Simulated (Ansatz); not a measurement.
# Sn3H: the cost of one run

Method: DFT PBE, scalar-relativistic, plane waves, PAW, in Ansatz 0.2.0.

## (1) Starting point

It takes space group Im-3m (No. 229, cubic). Conventional cell: a = 5.720 Å, b = 5.720 Å, c = 5.720 Å, α = 90.00°, β = 90.00°, γ = 90.00°. Around Sn (site symmetry 4/mmm) lie 4 Sn at 2.86 Å and 2 H at 2.86 Å. H (site symmetry m-3m) has 6 Sn at 2.86 Å as nearest neighbours.

Structure file:

```
CELL_PARAMETERS angstrom
-2.86021 2.86021 2.86021
2.86021 -2.86021 2.86021
2.86021 2.86021 -2.86021
ATOMIC_POSITIONS crystal
Sn 0.00000 0.50000 0.50000
Sn 0.50000 0.00000 0.50000
Sn 0.50000 0.50000 0.00000
H 0.00000 0.00000 0.00000
```

A structure generator made this guess: species swapped into a database cell of Sb3Au (Im-3m, No. 229), with Sn on the Sb sites and H on the Au sites. The dimensions are guesses.

## (2) A first look at the guess

Contents of input.yaml:

```yaml
crystal:
  lattice:
    - [-2.86021299, 2.86021299, 2.86021299]
    - [2.86021299, -2.86021299, 2.86021299]
    - [2.86021299, 2.86021299, -2.86021299]
  atoms:
    - { symbol: Sn, position: [0.0, 0.5, 0.5] }
    - { symbol: Sn, position: [0.5, 0.0, 0.5] }
    - { symbol: Sn, position: [0.5, 0.5, 0.0] }
    - { symbol: H, position: [0.0, 0.0, 0.0] }
basis:
  ecutwfc: 420
kpoints:
  mp_grid: { grid: [4, 4, 4] }
hamiltonian:
  xc: pbe
scf:
  occupations: { method: gaussian, width: 0.1 }
  lower_state_search: "off"
output:
  forces: true
  stress: true
  eigenvalues: true
```

Command:

```console
ansatz run input.yaml --threads 1 --pin off --max-ram 2560MiB --backend cpu --events-out ev --progress --plain --runs-dir out
```

Q: Estimate wall time and peak memory on 1 thread of Arm Neoverse V2, shared host.

About 1.1 s, with a peak of 0.31 GiB.
